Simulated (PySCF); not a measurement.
# C3H7FGe: electronic excitations and core binding energies

Wanted: the electronic excitations and core binding energies of C3H7FGe (`F[C@@H]1C[CH2][GeH2]1`), by calculation.

Computed with PySCF 2.14.0, with density-fitted response routines of our own, on a single molecule in the gas phase. Atoms count from 0, in the outputs and in this text.

### 1 Starting geometry

12 atoms, charge 0, multiplicity 1; geometry from: GFN2-xTB.

Bonds of the start (Å): F0–C1 1.38, C1–C2 1.53, C2–C3 1.54, C3–Ge4 1.99, Ge4–C1 2.01, C1–H5 1.09, C2–H6 1.09, C2–H7 1.09, C3–H8 1.09, C3–H9 1.09, Ge4–H10 1.51, Ge4–H11 1.50.

### 2 Excited states and response: wB97X-D/def2-SVPD

The job: settings as JSON, then the geometry in Å.

```
{"job": {"kind": "uv", "xc": "wB97X-D", "basis": "def2-SVPD", "nstates": 8, "ntriplets": 3}, "charge": 0, "multiplicity": 1}
F     -0.307217     2.311657     0.289679
C     -0.181879     1.109196    -0.372457
C     -1.081564     0.007683     0.203435
C     -0.163813    -1.222510     0.077237
Ge     1.431966    -0.028838    -0.004417
H     -0.387556     1.317883    -1.425826
H     -1.266368     0.234701     1.253734
H     -2.044021    -0.094154    -0.298251
H     -0.325476    -1.738704    -0.868556
H     -0.277243    -1.943957     0.882595
H      2.491295    -0.221560    -1.067014
H      2.113074     0.267918     1.303815
```

With the program's defaults for keys left out, this is: TDDFT wB97X-D/def2-SVPD, vertical, gas phase, core orbitals frozen in the response.

On the command line:

```bash
$ OMP_NUM_THREADS=1 python probes_run.py task.json out
```

The driver reads the jobs from task.json and runs them one after another.

Log:

```text
coarse grid: 45560 points
cycle   1  E = -2294.8687984240  dE = -7.277e-02  |g| = 5.765e-01  |ddm| = 4.506e+00
cycle   2  E = -2294.8688349757  dE = -3.655e-05  |g| = 6.359e-01  |ddm| = 1.129e+00
cycle   3  E = -2294.9254310756  dE = -5.660e-02  |g| = 4.816e-02  |ddm| = 5.631e-01
cycle   4  E = -2294.9257943178  dE = -3.632e-04  |g| = 2.926e-02  |ddm| = 9.814e-02
cycle   5  E = -2294.9259391034  dE = -1.448e-04  |g| = 4.096e-03  |ddm| = 4.095e-02
cycle   6  E = -2294.9259432297  dE = -4.126e-06  |g| = 7.866e-04  |ddm| = 1.079e-02
final grid: 95872 points
cycle   7  E = -2294.9254679963  dE = -1.890e-06  |g| = 9.327e-04  |ddm| = 1.092e-02
cycle   8  E = -2294.9254680655  dE = -6.928e-08  |g| = 8.605e-04  |ddm| = 2.493e-03
cycle   9  E = -2294.9254681962  dE = -1.307e-07  |g| = 1.011e-04  |ddm| = 9.809e-04
cycle  10  E = -2294.9254681988  dE = -2.570e-09  |g| = 6.254e-05  |ddm| = 2.534e-04
cycle  11  E = -2294.9254681998  dE = -9.973e-10  |g| = 8.650e-06  |ddm| = 1.069e-04
converged SCF energy = -2294.9254681998

Static polarisability (au): isotropic 65.211, principal 57.354 62.658 75.622

Singlet excitations
state   eV       nm        f      main configurations
  1   6.8408    181.2   0.04848   H->L 0.75, H-1->L 0.11
  2   7.2838    170.2   0.07254   H-1->L 0.83, H->L 0.10
  3   7.5121    165.0   0.01111   H->L+1 0.64, H->L+2 0.26
  4   7.6288    162.5   0.01891   H->L+3 0.79
  5   8.0109    154.8   0.14122   H->L+2 0.44, H->L+1 0.21, H-1->L+2 0.11
  6   8.0422    154.2   0.02478   H-1->L+1 0.53, H-1->L+2 0.18, H->L+2 0.15
  7   8.1905    151.4   0.00444   H-2->L 0.57, H-1->L+3 0.16, H-3->L 0.14
  8   8.3265    148.9   0.01259   H-1->L+3 0.67, H-3->L 0.08

Triplet excitations (Tamm-Dancoff, eV): 6.0705 6.6985 7.0602
```

Run time: 33 s. Hardware: 1 thread of Arm Neoverse V1, shared host; peak memory 0.75 GiB.

The orbitals next to the gap, with their largest atomic shares:

| orbital | eV | atoms |
| --- | --- | --- |
| HOMO−3 | -11.58 | Ge4 23 %, F0 15 %, H10 14 % |
| HOMO−2 | -11.14 | C2 16 %, F0 15 %, C1 13 % |
| HOMO−1 | -10.09 | C3 30 %, Ge4 22 %, C2 15 % |
| HOMO | -9.51 | C1 30 %, Ge4 22 %, F0 20 % |
| LUMO | 1.67 | Ge4 36 %, C3 13 %, C1 11 % |
| LUMO+1 | 2.06 | Ge4 55 %, H10 13 %, H11 9 % |
| LUMO+2 | 2.50 | Ge4 23 %, C2 12 %, C3 11 % |

With each of the 8 states as a Gaussian band of 0.4 eV half-width at 1/e, the curve within the window shown has maxima at 155 nm (ε 7,600) L/(mol cm). Beyond the last state computed it falls off for lack of states. The curve at chosen wavelengths:

| nm | ε (L/mol/cm) |
| --- | --- |
| 144 | 1001 |
| 146 | 1996 |
| 148 | 3422 |
| 150 | 5074 |
| 153 | 7107 |
| 155 | 7643 |
| 157 | 7441 |
| 159 | 6747 |
| 161 | 5921 |
| 163 | 5248 |
| 166 | 4713 |
| 168 | 4573 |
| 170 | 4471 |
| 172 | 4326 |
| 174 | 4111 |
| 176 | 3834 |
| 179 | 3339 |
| 181 | 2968 |
| 183 | 2573 |
| 185 | 2162 |
| 187 | 1751 |
| 189 | 1363 |
| 192 | 865 |
| 194 | 605 |
| 196 | 406 |
| 198 | 262 |

Leading natural transition orbitals of singlet state 5: the hole lies on C1 29 %; Ge4 20 %; F0 14 %; the particle on H10 29 %; H11 20 %; Ge4 10 %.

Leading natural transition orbitals of singlet state 1: the hole lies on C1 33 %; Ge4 17 %; F0 16 %; the particle on H10, H11 about 18 % each; Ge4 19 %; C1, C3 about 8 % each.

Ground-state properties from the same run:

```csv
property,computed
dipole moment (D),1.96
polarisability (Å³),9.66
HOMO–LUMO gap (eV),11.18
−ε(HOMO) (eV),9.51
```

Orbitals, density, ELF and potential are computed afterwards from the orbital file.

Frontier orbitals at wB97X-D/def2-SVPD, with the share of their density that lies nearest to each atom:

```
orbital  energy (eV)                                      lies on
   HOMO        -9.51                   C1 32 %; Ge4 19 %; F0 18 %
   LUMO         1.67  H10, H11 about 20 % each; Ge4 17 %; H9 11 %
```

ELF in a plane through or near 4 of the atoms.

Values, 10 rows by 14 columns:
```
0.00 0.00 0.00 0.00 0.00 0.00 0.00 0.00 0.00 0.00 0.00 0.00 0.00 0.00
0.00 0.00 0.00 0.00 0.00 0.00 0.00 0.00 0.00 0.00 0.00 0.00 0.00 0.00
0.00 0.00 0.00 0.00 0.00 0.01 0.12 0.43 0.23 0.01 0.00 0.00 0.00 0.00
0.00 0.00 0.00 0.01 0.08 0.39 0.52 0.64 0.48 0.03 0.01 0.00 0.00 0.00
0.00 0.00 0.10 0.48 0.24 0.21 0.89 0.56 0.87 0.81 0.93 0.32 0.00 0.00
0.00 0.00 0.20 0.70 0.21 0.72 0.30 0.55 0.58 0.86 0.94 0.35 0.00 0.00
0.00 0.00 0.02 0.12 0.22 0.55 0.86 0.20 0.43 0.03 0.01 0.00 0.00 0.00
0.00 0.00 0.00 0.00 0.00 0.01 0.12 0.68 0.70 0.15 0.00 0.00 0.00 0.00
0.00 0.00 0.00 0.00 0.00 0.00 0.08 0.35 0.31 0.02 0.00 0.00 0.00 0.00
0.00 0.00 0.00 0.00 0.00 0.00 0.00 0.00 0.00 0.00 0.00 0.00 0.00 0.00
```
The map spans 10.3 Å across and 9.7 Å up, centred on the molecule. Atoms in the plane (x, y in Å): C1 (0.2, -1.1), C2 (1.1, 0.1), C3 (0.1, 1.2), Ge4 (-1.4, -0.1).

On the surface of density 0.002 e/bohr³ the electrostatic potential runs, from the 1st to the 99th percentile, from -1.16 V near F0 to 1.12 V near Ge4.

### 3 Core holes by ΔSCF: SCAN, X2C

Settings changed since step 2:

```diff
@@ -1,2 +1,2 @@
-{"job": {"kind": "uv", "xc": "wB97X-D", "basis": "def2-SVPD", "nstates": 8, "ntriplets": 3}, "charge": 0, "multiplicity": 1}
+{"job": {"kind": "xps"}, "charge": 0, "multiplicity": 1}
 F     -0.307217     2.311657     0.289679
```

Method: delta-SCF UKS SCAN, pcX-2 on the ionised atom, pcseg-1 elsewhere, spin-free X2C.

Log:

```text
ground state, core basis on atom 0 (F), 149 functions
  cycle   1  E = -2312.27655454  |g| = 6.37e-01
  cycle   2  E = -2312.12862605  |g| = 1.10e+00
  cycle   3  E = -2312.35309986  |g| = 8.78e-02
  cycle   4  E = -2312.35409158  |g| = 5.04e-02
  cycle   5  E = -2312.35462434  |g| = 1.29e-02
  cycle   6  E = -2312.35467163  |g| = 4.77e-03
  cycle   7  E = -2312.35467824  |g| = 1.16e-03
  cycle   8  E = -2312.35468054  |g| = 3.72e-04
  E(ground) = -2312.49060535 Eh
hole in F 1s of atom 0
  cycle   1  E = -2286.02179759  |g| = 2.58e+00
  cycle   2  E = -2285.55216954  |g| = 2.32e+00
  cycle   3  E = -2286.71498391  |g| = 6.27e-01
  cycle   4  E = -2286.83263838  |g| = 4.08e-01
  cycle   5  E = -2286.92005941  |g| = 5.40e-02
  cycle   6  E = -2286.92118291  |g| = 2.22e-02
  cycle   7  E = -2286.92146358  |g| = 6.32e-03
  cycle   8  E = -2286.92148086  |g| = 3.11e-03
  cycle   9  E = -2286.92148333  |g| = 4.79e-04
  E(ion) = -2287.06318016 Eh   <S^2> = 0.7572   hole on atom = 1.000   binding energy = 691.915 eV
ground state, core basis on atom 1 (C), 149 functions
  cycle   1  E = -2312.31452294  |g| = 8.85e-02
  cycle   2  E = -2312.31288093  |g| = 1.22e-01
  cycle   3  E = -2312.31517517  |g| = 2.17e-02
  cycle   4  E = -2312.31524399  |g| = 6.96e-03
  cycle   5  E = -2312.31525780  |g| = 9.96e-04
  cycle   6  E = -2312.31525963  |g| = 1.46e-04
  E(ground) = -2312.44876184 Eh
hole in C 1s of atom 1
  cycle   1  E = -2300.99960773  |g| = 1.51e+00
  cycle   2  E = -2298.36592268  |g| = 2.62e+00
  cycle   3  E = -2301.34898142  |g| = 7.11e-01
  cycle   4  E = -2301.49186472  |g| = 4.96e-01
  cycle   5  E = -2301.57346327  |g| = 1.20e-01
  cycle   6  E = -2301.57865265  |g| = 2.61e-02
  cycle   7  E = -2301.57892326  |g| = 1.29e-02
  cycle   8  E = -2301.57901789  |g| = 4.08e-03
  cycle   9  E = -2301.57903278  |g| = 2.26e-03
  cycle  10  E = -2301.57903702  |g| = 9.77e-04
  cycle  11  E = -2301.57903786  |g| = 4.56e-04
  E(ion) = -2301.71328456 Eh   <S^2> = 0.7764   hole on atom = 1.000   binding energy = 292.127 eV
ground state, core basis on atom 2 (C), 149 functions
  cycle   1  E = -2312.31006789  |g| = 5.82e-02
  cycle   2  E = -2312.31002388  |g| = 2.41e-02
  cycle   3  E = -2312.31001247  |g| = 2.61e-02
  cycle   4  E = -2312.31013899  |g| = 3.37e-03
  cycle   5  E = -2312.31014098  |g| = 7.47e-04
  cycle   6  E = -2312.31014209  |g| = 1.33e-04
  E(ground) = -2312.44441413 Eh
hole in C 1s of atom 2
  cycle   1  E = -2301.05774883  |g| = 1.51e+00
  cycle   2  E = -2300.21684675  |g| = 1.95e+00
  cycle   3  E = -2301.56257255  |g| = 4.06e-01
  cycle   4  E = -2301.59975418  |g| = 2.85e-01
  cycle   5  E = -2301.62564471  |g| = 5.85e-02
  cycle   6  E = -2301.62681994  |g| = 7.10e-03
  cycle   7  E = -2301.62685681  |g| = 3.37e-03
  cycle   8  E = -2301.62685985  |g| = 1.44e-03
  cycle   9  E = -2301.62686247  |g| = 8.18e-04
  cycle  10  E = -2301.62686366  |g| = 3.59e-04
  E(ion) = -2301.76036280 Eh   <S^2> = 0.7694   hole on atom = 1.000   binding energy = 290.728 eV
ground state, core basis on atom 3 (C), 149 functions
  cycle   1  E = -2312.31044192  |g| = 5.84e-02
  cycle   2  E = -2312.31036885  |g| = 2.59e-02
  cycle   3  E = -2312.31037446  |g| = 2.56e-02
  cycle   4  E = -2312.31052798  |g| = 4.14e-03
  cycle   5  E = -2312.31053296  |g| = 4.28e-04
  E(ground) = -2312.44463851 Eh
hole in C 1s of atom 3
  cycle   1  E = -2301.06235978  |g| = 1.51e+00
  cycle   2  E = -2300.23913613  |g| = 1.92e+00
  cycle   3  E = -2301.59121065  |g| = 3.65e-01
  cycle   4  E = -2301.63111987  |g| = 2.09e-01
  cycle   5  E = -2301.64477328  |g| = 6.62e-02
  cycle   6  E = -2301.64615947  |g| = 1.47e-02
  cycle   7  E = -2301.64622497  |g| = 9.57e-03
  cycle   8  E = -2301.64627972  |g| = 1.72e-03
  cycle   9  E = -2301.64628089  |g| = 7.84e-04
  cycle  10  E = -2301.64628377  |g| = 3.45e-04
  E(ion) = -2301.77983283 Eh   <S^2> = 0.7712   hole on atom = 1.000   binding energy = 290.204 eV
```

Wall time 41 s (1 thread of Arm Neoverse V1, shared host); peak memory 0.66 GiB.

Binding energies by hole, beside the orbital energy of the ground state; the difference holds orbital relaxation and, for a density functional, its self-interaction error:

```csv
hole,stands for,environment,ΔSCF (eV),−ε (eV),⟨S²⟩
F1s on F0,F0,fluorine on an sp3 carbon,691.92,666.2,0.757
C1s on C1,C1,sp3 CH bonded to F and Ge,292.13,275.6,0.776
C1s on C2,C2,sp3 CH2 in a ring,290.73,273.8,0.769
C1s on C3,C3,sp3 CH2 bonded to Ge,290.20,273.7,0.771
```

### 4 Results

| quantity | value |
| --- | --- |
| lowest singlet (wB97X-D/def2-SVPD) | 6.84 eV (181 nm), f = 0.048 |
| brightest single state of those computed | state 5, 8.01 eV, f = 0.141 |
| lowest triplet | 6.07 eV |
| surface potential, 1st and 99th percentile | -1.16 V and 1.12 V |
| C1s binding energies, SCAN/pcX-2 | C1 292.13, C2 290.73, C3 290.20 eV |
| F1s binding energies, SCAN/pcX-2 | F0 691.92 eV |

What this shows: The first singlet state (HOMO→LUMO 0.75, HOMO−1→LUMO 0.11) lies at 6.84 eV and is weak; of the 8 states computed, the strongest absorption comes from state 5 at 8.01 eV. The lowest triplet lies 0.77 eV below the lowest singlet (triplets in Tamm-Dancoff, singlets in full TDDFT). The C1s levels kept as sound span 1.92 eV, from C3 (sp3 CH2 bonded to Ge) up to C1 (sp3 CH bonded to F and Ge).
